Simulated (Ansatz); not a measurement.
# CH6ClGeN: the cost of one run

All numbers below are computed with Ansatz 0.2.0 (RKS PBE-D4/def2-SVP).

## Step 1: The system as given

Bond lengths: Ge1–Cl2 2.590 Å, Ge1–N3 1.780 Å, N3–C4 1.451 Å, Ge1–H6 1.544 Å, Ge1–H7 1.516 Å, C4–H8 1.091 Å, C4–H9 1.092 Å, C4–H10 1.092 Å. Angles: Cl2–Ge1–N3 79.0°, Cl2–Ge1–H6 108.9°, Cl2–Ge1–H7 100.6°, N3–Ge1–H6 132.6°, N3–Ge1–H7 114.3°, H6–Ge1–H7 109.9°, Ge1–N3–C4 132.7°, N3–C4–H8 108.0°, N3–C4–H9 110.2°, N3–C4–H10 113.9°, H8–C4–H9 108.0°, H8–C4–H10 108.2°, H9–C4–H10 108.4°.

Structure file:

```xyz
10

Ge   -0.0989    1.4659    0.0237
Cl    2.2836    1.1259    0.9806
N     0.1956   -0.2382   -0.3986
C    -0.5901   -1.4452   -0.2243
H     1.3782   -0.1758    0.2171
H    -0.9777    2.1398    1.0998
H     0.1888    2.4455   -1.0968
H    -0.0736   -2.2606   -0.7321
H    -1.5711   -1.3262   -0.6891
H    -0.7349   -1.7311    0.8199
```

## Step 2: A restrained relaxation towards end A

Springs on the bonds that form and break draw the guess towards this end; the thresholds are loose.

input.yaml reads:

```yaml
crystal:
  periodic: [false, false, false]
  atoms:
    - { symbol: Ge, position_ang: [-0.0989, 1.4659, 0.0237] }
    - { symbol: Cl, position_ang: [2.2836, 1.1259, 0.9806] }
    - { symbol: "N", position_ang: [0.1956, -0.2382, -0.3986] }
    - { symbol: C, position_ang: [-0.5901, -1.4452, -0.2243] }
    - { symbol: H, position_ang: [1.3782, -0.1758, 0.2171] }
    - { symbol: H, position_ang: [-0.9777, 2.1398, 1.0998] }
    - { symbol: H, position_ang: [0.1888, 2.4455, -1.0968] }
    - { symbol: H, position_ang: [-0.0736, -2.2606, -0.7321] }
    - { symbol: H, position_ang: [-1.5711, -1.3262, -0.6891] }
    - { symbol: H, position_ang: [-0.7349, -1.7311, 0.8199] }
basis:
  gaussian: { orbitals: def2-SVP }
hamiltonian:
  xc: pbe
  dispersion: d4
relax:
  f_tol: 0.15
  max_steps: 25
  restrain:
    - { distance: [4, 1], at: 2.63, k: 30.0 }
    - { distance: [0, 1], at: 2.22, k: 30.0 }
    - { distance: [4, 2], at: 1.02, k: 30.0 }
```

On the command line:

```
$ ansatz run input.yaml --threads 2 --pin off --max-ram 3072MiB --backend cpu --events-out ev --progress --plain --runs-dir out
```

What time and memory should one allow on 2 threads of Intel Xeon Platinum 8488C (Sapphire Rapids), shared host?

About 15 s, with a peak of 0.17 GiB.
